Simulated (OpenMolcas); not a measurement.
**Ir³⁺ among point charges: CASSCF and CASPT2 levels and susceptibility**

How does a field of 5 point charges split the states of Ir³⁺, and what χT follows?

The numbers are computed with OpenMolcas 26.06 (state-averaged CASSCF and CASPT2, spin-orbit coupling by RASSI with atomic mean-field integrals), except any that are marked as measured or tabulated.

## 1. Starting point

* Species: Ir³⁺ (iridium, Z = 77, 74 electrons)
* Basis: ANO-RCC-VDZP [7s6p4d2f], 59 functions
* Scalar Hamiltonian: DKH2, point nucleus
* Inactive shells: 1s 2s 2p 3s 3p 3d 4s 4p 4d 4f 5s 5p
* Active space: 6 electrons in 5 orbitals (5d)
* Some configurations of this space: 5d⁶
* Orbitals: optimised for each spin and parity, averaged over all roots

The outer shells:

5d6
```
5d [↑↓][↑ ][↑ ][↑ ][↑ ]
```

The ion sits among 5 point charges of -0.65 e arranged as a trigonal bipyramid (D3h), 2.21 Å from the ion, with the axial distance 2.409 Å.

Each step is its own input file, run in one work folder so that later steps find the files of earlier ones. Labels, J, g values, rates, χT and fits are worked out afterwards by a script from the matrices that RASSI stores.

## 2. GATEWAY and SEWARD: basis and integrals

Input file a.inp:

```
&GATEWAY
Coord
1

Ir 0.0 0.0 0.0
Basis=ANO-RCC-VDZP
Group=NoSym
NoMove
AngMom=0.0 0.0 0.0
AMFI
XField
5 Angstrom 0
2.210000 0.000000 0.000000 -0.650000
-1.105000 1.913916 0.000000 -0.650000
-1.105000 -1.913916 0.000000 -0.650000
0.000000 0.000000 2.408900 -0.650000
0.000000 0.000000 -2.408900 -0.650000
&SEWARD
```

Command:

```sh
$ OMP_NUM_THREADS=1 MOLCAS_MEM=1689 MOLCAS_PROJECT=a pymolcas a.inp > a.log
```

## 3. CASSCF: quintets, 5 roots

Input file a.inp:

```
&RASSCF
FileOrb=start.orb
Symmetry=1
Spin=5
nActEl=6 0 0
Inactive=34
Ras2=5
CIRoot=5 5 1
SDav=5
CIMx=300
Iter=120 100
PrWF=0.3
OrbListing=Nothing
MaxOrb=0
>>> COPY $Project.JobIph JOB001
```

start.orb holds the contracted functions of the basis, ordered by shell, or the orbitals of the step before.

## 4. CASSCF: triplets, 45 roots

Input file a.inp:

```
&RASSCF
FileOrb=start.orb
Symmetry=1
Spin=3
nActEl=6 0 0
Inactive=34
Ras2=5
CIRoot=45 45 1
SDav=45
CIMx=300
Iter=120 100
PrWF=0.3
OrbListing=Nothing
MaxOrb=0
>>> COPY $Project.JobIph JOB002
```

## 5. CASSCF: singlets, 50 roots

Input file a.inp:

```
&RASSCF
FileOrb=start.orb
Symmetry=1
Spin=1
nActEl=6 0 0
Inactive=34
Ras2=5
CIRoot=50 50 1
SDav=50
CIMx=300
Iter=120 100
PrWF=0.3
OrbListing=Nothing
MaxOrb=0
>>> COPY $Project.JobIph JOB003
```

## 6. State interaction with spin-orbit coupling

Input file a.inp:

```
&RASSI
NrOfJobIphs=3 5 45 50
1 2 3 4 5
1 2 3 4 5 6 7 8 9 10 11 12 13 14 15 16 17 18 19 20 21 22 23 24 25 26 27
28 29 30 31 32 33 34 35 36 37 38 39 40 41 42 43 44 45
1 2 3 4 5 6 7 8 9 10 11 12 13 14 15 16 17 18 19 20 21 22 23 24 25 26 27
28 29 30 31 32 33 34 35 36 37 38 39 40 41 42 43 44 45 46 47 48 49 50
IphNames
JOB001
JOB002
JOB003
EJob
SpinOrbit
DIPRint=1.0
SOCoupling=1000.0
Subsets=2
Property=9
'ANGMOM' 1 'ANGMOM' 2 'ANGMOM' 3 'MLTPL  1' 1 'MLTPL  1' 2 'MLTPL  1' 3
'AMFI' 1 'AMFI' 2 'AMFI' 3
SOProperty=3
'ANGMOM' 1 'ANGMOM' 2 'ANGMOM' 3
```

## 7. CASPT2: IPEA 0.25, imaginary shift 0.1 (closed shells correlated: 4f 5s 5p)

Input file a.inp:

```
>>> COPY JOB001 $Project.JobIph
&CASPT2
Multistate=5 1 2 3 4 5
NoMult
Frozen=23
IPEA=0.25
Imaginary=0.1
MaxIter=60
WThr=0.0 0.3 0.05
PrWF=0.5
NoMix
>>> COPY JOB002 $Project.JobIph
&CASPT2
Multistate=45 1 2 3 4 5 6 7 8 9 10 11 12 13 14 15 16 17 18 19 20 21 22
23 24 25 26 27 28 29 30 31 32 33 34 35 36 37 38 39 40 41 42 43 44 45
NoMult
Frozen=23
IPEA=0.25
Imaginary=0.1
MaxIter=60
WThr=0.0 0.3 0.05
PrWF=0.5
NoMix
>>> COPY JOB003 $Project.JobIph
&CASPT2
Multistate=50 1 2 3 4 5 6 7 8 9 10 11 12 13 14 15 16 17 18 19 20 21 22
23 24 25 26 27 28 29 30 31 32 33 34 35 36 37 38 39 40 41 42 43 44 45 46
47 48 49 50
NoMult
Frozen=23
IPEA=0.25
Imaginary=0.1
MaxIter=60
WThr=0.0 0.3 0.05
PrWF=0.5
NoMix
```

(Steps that only read results are left out.)

Before running it: what results should come out? Wanted: spin-free ground state; first state of the same spin within the active space; lowest level; next level.

As calculated:

| quantity | value |
| --- | --- |
| method | SS-CASPT2, IPEA 0.25, imaginary shift 0.1 (closed shells correlated: 4f 5s 5p) |
| spin-free ground state | 5E, 2-fold in its orbital part |
| first state of the same spin within the active space | 5E at 779 cm⁻¹ |
| lowest level | 1-fold A1 |
| next level | 0.3 cm⁻¹ |
| χT at 300 K | 5.15 cm³ K/mol |
| effective moment at 300 K | 6.42 μB |

Cost by method:

```
                                                 method  time of its own steps  time with the reference
                                              A. CASSCF                   23 s                     23 s
B. SS-CASPT2, IPEA 0.25, imaginary shift 0.1, +4f 5s 5p                   20 s                     43 s
```

Times are of one thread on a shared host.

In words: The spin-free ground state (5E) comes to 100 % from free-ion D terms and keeps the highest spin of the shell. χT at 300 K is 5.15, against 3.01 cm³ K/mol for the spin alone, so orbital moment adds to it. An active space of the d shell alone favours high spin; real ions in strong fields can be low spin. CASPT2 does not keep the components of a term degenerate, and the means are used. The field of point charges can differ much from that of real complexes. With metal d orbitals alone active, the gaps between spin states are rough; where two lie within a few thousand cm-1, their order is open. Point charges carry no covalency, so the field is a model and not that of real ligands.
